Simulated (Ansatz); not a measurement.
# C2H5Ge radical: how energies converge with the basis set

Aim: see how fast density functionals converge with the basis set for C2H5Ge radical.

Program: Ansatz 0.2.0, Gaussian basis. Level of theory: one geometry, several basis sets. These are calculated values, not measurements.

The runs, in order: PBE0-D4/def2-SVP; ωB97M-V/def2-SVP; PBE0-D4/def2-QZVPP; ωB97M-V/def2-QZVPP; the functionals' def2-TZVPP values are taken from earlier runs.

## (1) Structure used throughout

An earlier PBE0-D4 in a triple-zeta def2 set relaxation fixed the geometry.

SMILES `C=[CH][GeH2]`, 8 atoms, charge 0, spin multiplicity 2.

Atoms are counted from 1 here; the program's logs count them from 0.

Bond lengths: C1–C2 1.334 Å, C1–H4 1.086 Å, C1–H5 1.086 Å, C2–Ge3 1.920 Å, C2–H6 1.088 Å, Ge3–H7 1.542 Å, Ge3–H8 1.541 Å. Angles: C2–C1–H4 121.8°, C2–C1–H5 122.0°, H4–C1–H5 116.2°, C1–C2–Ge3 123.7°, C1–C2–H6 118.9°, Ge3–C2–H6 117.3°, C2–Ge3–H7 111.3°, C2–Ge3–H8 112.7°, H7–Ge3–H8 112.0°.

## (2) PBE0-D4 in def2-SVP

in.yaml

```yaml
crystal:
  periodic: [false, false, false]
  atoms:
    - {symbol: C, position_ang: [-0.562366, 1.104140, -0.571678]}
    - {symbol: C, position_ang: [-0.575458, 0.045870, 0.240681]}
    - {symbol: Ge, position_ang: [0.997796, -0.936213, 0.736775]}
    - {symbol: H, position_ang: [-1.466856, 1.660754, -0.800157]}
    - {symbol: H, position_ang: [0.348949, 1.453166, -1.048769]}
    - {symbol: H, position_ang: [-1.514543, -0.250786, 0.702391]}
    - {symbol: H, position_ang: [2.146158, -0.697594, -0.264046]}
    - {symbol: H, position_ang: [0.718420, -2.436535, 0.948904]}
basis:
  gaussian: {orbitals: def2-SVP}
magnetization: {spin_polarized: true, initial_magnetization: 1}
hamiltonian: {xc: pbe0, dispersion: d4}
output: {orbitals: {seedname: orbitals}}
```

Further steps of the session: ωB97M-V in def2-SVP; PBE0-D4 in def2-QZVPP; ωB97M-V in def2-QZVPP.

Before running them: what should the planned runs give, taken together? Wanted: PBE0-D4: double and triple zeta above quadruple; ωB97M-V: double and triple zeta above quadruple.

The runs gave:

| quantity | value |
| --- | --- |
| PBE0-D4: double and triple zeta above quadruple | 10.82, 1.35 eV |
| ωB97M-V: double and triple zeta above quadruple | 10.91, 1.32 eV |

In words: PBE0-D4 gains 9.48 eV from double to triple zeta, then 1.35 eV more. These are total energies; as a rule much of such shifts cancels in differences, which this series doesn't test.
